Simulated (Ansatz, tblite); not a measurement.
# Ga(PH3)H3 (GaPH₆): removing an electron

Aim: the energy of removing an electron for Ga(PH3)H3 (GaPH₆), by energy differences, and how well orbital energies stand in for it.

The runs use Ansatz 0.2.0, Gaussian basis; as each input shows.

Plan: charge +1 doublet, at the geometry of the singlet (PBE0-D4/def2-TZVP, PBE-D4/def2-TZVP, r2SCAN-D4/def2-TZVP, CCSD(T)/def2-TZVPP); the starting singlet's energies come from earlier runs.

**1. The structure**

The singlet was relaxed beforehand with PBE0-D4/def2-TZVP.

8 atoms, charge 0, spin multiplicity 1.

Atoms are counted from 1 here; the program's logs count them from 0.

Bond lengths: Ga1–P2 2.523 Å, Ga1–H6 1.577 Å, Ga1–H7 1.576 Å, Ga1–H8 1.577 Å, P2–H3 1.410 Å, P2–H4 1.410 Å, P2–H5 1.410 Å. Angles: P2–Ga1–H6 96.6°, P2–Ga1–H7 97.2°, P2–Ga1–H8 96.4°, H6–Ga1–H7 118.7°, H6–Ga1–H8 118.6°, H7–Ga1–H8 118.7°, Ga1–P2–H3 119.4°, Ga1–P2–H4 118.8°, Ga1–P2–H5 119.4°, H3–P2–H4 98.2°, H3–P2–H5 98.2°, H4–P2–H5 98.2°.

Coordinates:

```
Ga   -0.0051    0.0110   -1.4501
P     0.0020   -0.0035    1.0727
H     0.6935    1.0087    1.7697
H     0.5463   -1.1179    1.7435
H    -1.2223    0.0722    1.7684
H     1.5605   -0.0168   -1.6345
H    -0.7652    1.3791   -1.6372
H    -0.8096   -1.3328   -1.6325
```

**2. Charge +1 doublet at the fixed geometry, PBE0-D4/def2-TZVP**

in.yaml

```yaml
crystal:
  periodic: [false, false, false]
  atoms:
    - {symbol: Ga, position_ang: [-0.005123, 0.010980, -1.450052]}
    - {symbol: P, position_ang: [0.001957, -0.003456, 1.072656]}
    - {symbol: H, position_ang: [0.693455, 1.008728, 1.769680]}
    - {symbol: H, position_ang: [0.546273, -1.117894, 1.743474]}
    - {symbol: H, position_ang: [-1.222254, 0.072172, 1.768408]}
    - {symbol: H, position_ang: [1.560545, -0.016768, -1.634468]}
    - {symbol: H, position_ang: [-0.765231, 1.379072, -1.637245]}
    - {symbol: H, position_ang: [-0.809632, -1.332834, -1.632453]}
basis:
  gaussian: {orbitals: def2-TZVP}
total_charge: 1
magnetization: {spin_polarized: true, initial_magnetization: 1}
hamiltonian: {xc: pbe0, dispersion: d4}
output: {orbitals: {seedname: orbitals}}
```

Launch:

```sh
ansatz run in.yaml --threads 4 --pin off --events-out ev --progress --plain --max-ram 3916MiB
```

Standard output:

```text
Functional definition: PBE0
  name "PBE0"
  cite "Adamo & Barone, J. Chem. Phys. 110, 6158 (1999) doi:10.1063/1.478522"
  cite "Perdew, Burke & Ernzerhof, Phys. Rev. Lett. 77, 3865 (1996) doi:10.1103/PhysRevLett.77.3865"
  parent pbe
  parameter a = 0.25
  parameter kappa = 0.804
  parameter beta = 0.06672455060314922
  exchange = (1 - a)*pbe_x(kappa = kappa, mu = beta*pi^2/3) + a*exact_x
  correlation = pbe_c(beta = beta)
959 factors; their error is unknown
mean field evaluation 1: about -61741.3628 eV, gradient 2.0e1 eV
mean field evaluation 2: about -61738.2372 eV, gradient 2.9e1 eV
mean field evaluation 4: about -61743.1716 eV, gradient 2.1e0 eV
mean field evaluation 8: about -61743.2119 eV, gradient 1.9e-1 eV
mean field evaluation 16: about -61743.2259 eV, gradient 5.5e-3 eV
mean field evaluation 32: about -61743.4188 eV, gradient 1.4e-1 eV
mean field -61743.42010132 eV, -2269.0288375304 hartree, gradient 4.6e-6 eV, S^2 0.763801; 4 other end points of the search recorded, 0 dependent functions left out
reference -61743.42013422 eV, -2269.0288387394 hartree; 26, 25 occupied and 95, 96 virtual orbitals, 959 factors
Total energy: -61743.51523951 eV, -2269.0323337941 hartree
```

Run time: 7.5 s. Hardware: 4 threads of Arm Neoverse V2, shared host.

From the report: HOMO -13.84 eV, LUMO -12.23 eV (over both spins); ⟨S²⟩ 0.764 (pure: 0.75).

**3. Charge +1 doublet at the fixed geometry, PBE-D4/def2-TZVP**

start.molden holds the orbitals of an earlier run on this state, given as this run's starting guess.

in.yaml: that of step 2 with these lines changed.

```diff
@@ -12,6 +12,7 @@
 basis:
-  gaussian: {orbitals: def2-TZVP}
+  gaussian: {orbitals: def2-TZVP, initial_orbitals: start.molden}
 total_charge: 1
 magnetization: {spin_polarized: true, initial_magnetization: 1}
-hamiltonian: {xc: pbe0, dispersion: d4}
+hamiltonian: {xc: pbe, dispersion: d4}
+scf: {omitted_lower_state_checks: [starts]}
 output: {orbitals: {seedname: orbitals}}
```

Same command.

Standard output:

```text
Functional definition: PBE
  name "PBE"
  cite "Perdew, Burke & Ernzerhof, Phys. Rev. Lett. 77, 3865 (1996) doi:10.1103/PhysRevLett.77.3865"
  parent pbe
  parameter kappa = 0.804
  parameter beta = 0.06672455060314922
  exchange = pbe_x(kappa = kappa, mu = beta*pi^2/3)
  correlation = pbe_c(beta = beta)
these checks for a lower state are left out or cut short: starts
902 factors; their error is unknown
mean field evaluation 1: about -61741.4278 eV, gradient 7.4e0 eV
mean field evaluation 2: about -61741.5379 eV, gradient 2.1e-1 eV
mean field evaluation 4: about -61741.5315 eV, gradient 2.9e-1 eV
mean field evaluation 8: about -61741.5330 eV, gradient 3.1e-4 eV
mean field -61741.53304706 eV, -2268.9594895651 hartree, gradient 1.4e-5 eV, S^2 0.756315; 0 other end points of the search recorded, 0 dependent functions left out
reference -61741.53309093 eV, -2268.9594911776 hartree; 26, 25 occupied and 95, 96 virtual orbitals, 902 factors
Total energy: -61741.64554657 eV, -2268.9636238460 hartree
Checks for a lower state left out: starts
```

Wall time 1.5 s (4 threads of Arm Neoverse V2, shared host).

HOMO -12.84 eV, LUMO -12.94 eV (over both spins; with the spin held, an empty level of the minority spin lies below the top filled one); ⟨S²⟩ 0.756 (pure: 0.75).

**4. Charge +1 doublet at the fixed geometry, r2SCAN-D4/def2-TZVP**

in.yaml: that of step 3 with these lines changed.

```diff
@@ -15,3 +15,3 @@
 magnetization: {spin_polarized: true, initial_magnetization: 1}
-hamiltonian: {xc: pbe, dispersion: d4}
+hamiltonian: {xc: r2scan, dispersion: d4}
 scf: {omitted_lower_state_checks: [starts]}
```

The command is unchanged.

Standard output:

```text
Functional definition: r2SCAN
  name "r2SCAN"
  cite "Furness, Kaplan, Ning, Perdew & Sun, J. Phys. Chem. Lett. 11, 8208 (2020) doi:10.1021/acs.jpclett.0c02405"
  cite "Furness, Kaplan, Ning, Perdew & Sun, J. Phys. Chem. Lett. 11, 9248 (2020) doi:10.1021/acs.jpclett.0c03077"
  parent r2scan
  parameter k0 = 0.174
  parameter k1 = 0.065
  parameter a1 = 4.9479
  exchange = r2scan_x(k0 = k0, k1 = k1, a1 = a1)
  correlation = r2scan_c
these checks for a lower state are left out or cut short: starts
902 factors; their error is unknown
mean field evaluation 1: about -61753.0150 eV, gradient 5.0e0 eV
mean field evaluation 2: about -61753.0543 eV, gradient 9.8e-2 eV
mean field evaluation 4: about -61753.0366 eV, gradient 5.3e-2 eV
mean field evaluation 8: about -61753.0366 eV, gradient 2.4e-5 eV
mean field -61753.03659877 eV, -2269.3822372932 hartree, gradient 2.4e-5 eV, S^2 0.765529; 0 other end points of the search recorded, 0 dependent functions left out
reference -61753.03661477 eV, -2269.3822378812 hartree; 26, 25 occupied and 95, 96 virtual orbitals, 902 factors
Total energy: -61753.06192868 eV, -2269.3831681503 hartree
Checks for a lower state left out: starts
```

Run time: 3.5 s. Hardware: 4 threads of Arm Neoverse V2, shared host.

HOMO -13.07 eV, LUMO -12.89 eV (over both spins); ⟨S²⟩ 0.766 (pure: 0.75).

**5. Charge +1 doublet at the fixed geometry, CCSD(T)/def2-TZVPP**

in.yaml: that of step 4 with these lines changed.

```diff
@@ -12,7 +12,7 @@
 basis:
-  gaussian: {orbitals: def2-TZVP, initial_orbitals: start.molden}
+  gaussian: {orbitals: def2-TZVPP, initial_orbitals: start.molden}
 total_charge: 1
 magnetization: {spin_polarized: true, initial_magnetization: 1}
-hamiltonian: {xc: r2scan, dispersion: d4}
-scf: {omitted_lower_state_checks: [starts]}
+correlation: {method: ccsd_t}
+scf: {omitted_lower_state_checks: [starts, cluster_reference]}
 output: {orbitals: {seedname: orbitals}}
```

Same command.

Standard output (excerpt; [...] marks lines left out):

```text
Functional definition: HF
  name "HF"
  cite "Fock, Z. Phys. 61, 126 (1930) doi:10.1007/BF01340294"
  parent pbe
[...]
1007 factors; integrals over basis functions are off by at most 1.1e-3 eV
[...]
mean field -61691.16209126 eV, -2267.1083910821 hartree, gradient 9.1e-7 eV, S^2 0.767906; 0 other end points of the search recorded, 0 dependent functions left out
14 core orbitals not correlated: weight in the atoms' cores, before any rotation towards them, 1.000 or more for the frozen orbitals, at most 0.000 for the correlated occupied ones
reference -61691.16209126 eV, -2267.1083910821 hartree; 12, 11 occupied and 148, 149 virtual orbitals, 1007 factors
second order -10.77513321 eV of doubles, -0.00000000 eV of singles
cycle   1  -11.15773993 eV  change   -3.8e-1 eV  update   1.0e-1
[...]
cycle  15  -11.80445965 eV  change    1.1e-5 eV  update   2.1e-5
perturbative correction -0.45768118 eV, -0.0168194730 hartree
Total energy: -61703.42423208 eV, -2267.5590164459 hartree
Checks for a lower state left out: starts, cluster_reference
```

Wall time 72 s (4 threads of Arm Neoverse V2, shared host); peak memory 3.3 GiB.

Report: Hartree-Fock HOMO -16.35 eV, LUMO -8.36 eV (over both spins); ⟨S²⟩ 0.768 (pure: 0.75); T1 0.031.

**6. Vertical ionisation energy**

Charged state less starting state, singlet to doublet; the starting state's energies are those of its earlier runs.

```csv
method,vertical ionisation energy (eV),from CCSD(T)/def2-TZVPP (eV),time
HF/def2-TZVPP,9.56,-0.79,
PBE-D4/def2-TZVP,9.88,-0.47,2.1 s
r2SCAN-D4/def2-TZVP,10.00,-0.35,4.9 s
PBE0-D4/def2-TZVP,10.11,-0.24,8.5 s
MP2/def2-TZVPP,10.35,0.00,
CCSD/def2-TZVPP,10.36,+0.01,
CCSD(T)/def2-TZVPP,10.35,0,87 s
```

Times add the two runs; a level without a time comes out of a correlated run.

Beside −ε(HOMO) of the starting state:

```
              level  −ε(HOMO) (eV)  by difference (eV)  mismatch (eV)
   PBE-D4/def2-TZVP           6.66                9.88          -3.22
r2SCAN-D4/def2-TZVP           6.96               10.00          -3.04
  PBE0-D4/def2-TZVP           7.87               10.11          -2.24
```

**7. Results**

| quantity | value |
| --- | --- |
| vertical ionisation energy, functionals in def2-TZVP | 9.88 (PBE-D4) to 10.11 eV (PBE0-D4) |
| vertical ionisation energy, CCSD(T)/def2-TZVPP | 10.35 eV |

The vertical ionisation energy spans 9.88 to 10.11 eV over the functionals, beside 10.35 eV from CCSD(T)/def2-TZVPP. −ε(HOMO) misses the level's own difference by -2.24 eV at best (PBE0-D4) and -3.22 eV at worst (PBE-D4). The reference is CCSD(T) in one finite basis, so it carries an error of its own, often a tenth of an eV or more, and near misses can't be ranked.
